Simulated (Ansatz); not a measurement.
**BPd4: band structure with revPBE**

BPd4:

```xyz
5
Lattice="2.8920 0.0000 0.0000 0.0000 4.3650 0.0000 0.0000 0.0000 5.8563" Properties=species:S:1:pos:R:3 pbc="T T T"
Pd    1.4460    0.0000    1.1571
Pd    0.0000    0.0000    3.6278
Pd    0.0000    2.1825    1.9277
Pd    1.4460    2.1825    5.0807
B     1.4460    0.0000    5.0553
```

The cell comes from a database or a generator and needn't be the stable form of this composition.

```
Program                             : Ansatz 0.2.0
Task                                : band structure
Functional                          : revPBE
Potentials or basis                 : Ansatz PAW
Cutoff                              : 420 eV (not typed: the program's choice for these potentials)
k mesh                              : 7 × 5 × 4
Occupations                         : fermi-dirac, width 0.05 eV
Spin                                : no spin polarisation
Path                                : [["G", "X", "S", "Y", "G", "Z", "U", "R", "T", "Z"], ["Y", "T"], ["U", "X"], ["S", "R"]]
Points for each segment of the path : 14
```

```json
{
 "Pressure": "1.7 GPa",
 "Largest force": "0.262 eV/Å",
 "Band gap on the k mesh": "none (metal or under the smearing width)"
}
```

Forces in eV/Å, atoms in the order of the input:
```
Pd   0.000  0.000 -0.262
Pd   0.000  0.000  0.052
Pd   0.000  0.000  0.073
Pd   0.000  0.000  0.071
B    0.000  0.000  0.066
```

Stress tensor (GPa, compression positive):
```
1.55 0.00 0.00
0.00 2.18 0.00
0.00 0.00 1.31
```

Levels at the corners of the path, in eV from the Fermi level:
```csv
point,band 35,band 36,band 37,band 38,band 39,band 40
Γ,-1.21,-0.83,-0.55,-0.28,0.05,0.42
X,-0.62,-0.33,0.42,0.46,1.79,2.53
S,-0.39,-0.06,0.78,1.47,2.35,2.40
Y,-0.99,-0.89,-0.86,-0.75,-0.47,1.42
Γ,-1.21,-0.83,-0.55,-0.28,0.05,0.42
Z,-1.26,-1.11,-0.84,0.03,1.61,1.95
U,-0.58,-0.32,0.01,0.55,1.55,2.40
R,-0.63,-0.21,-0.17,1.05,2.22,2.43
T,-0.97,-0.89,-0.82,-0.48,-0.44,-0.13
Z,-1.26,-1.11,-0.84,0.03,1.61,1.95
Y,-0.99,-0.89,-0.86,-0.75,-0.47,1.42
T,-0.97,-0.89,-0.82,-0.48,-0.44,-0.13
U,-0.58,-0.32,0.01,0.55,1.55,2.40
X,-0.62,-0.33,0.42,0.46,1.79,2.53
S,-0.39,-0.06,0.78,1.47,2.35,2.40
R,-0.63,-0.21,-0.17,1.05,2.22,2.43
```

Run time: 28 s on 2 threads of Arm Neoverse V2 (shared host), peak memory 0.56 GiB.

Caveat: the PAW data sets come from PBE, with cores solved anew for the run's functional, which leaves a small shift of forces and pressure.
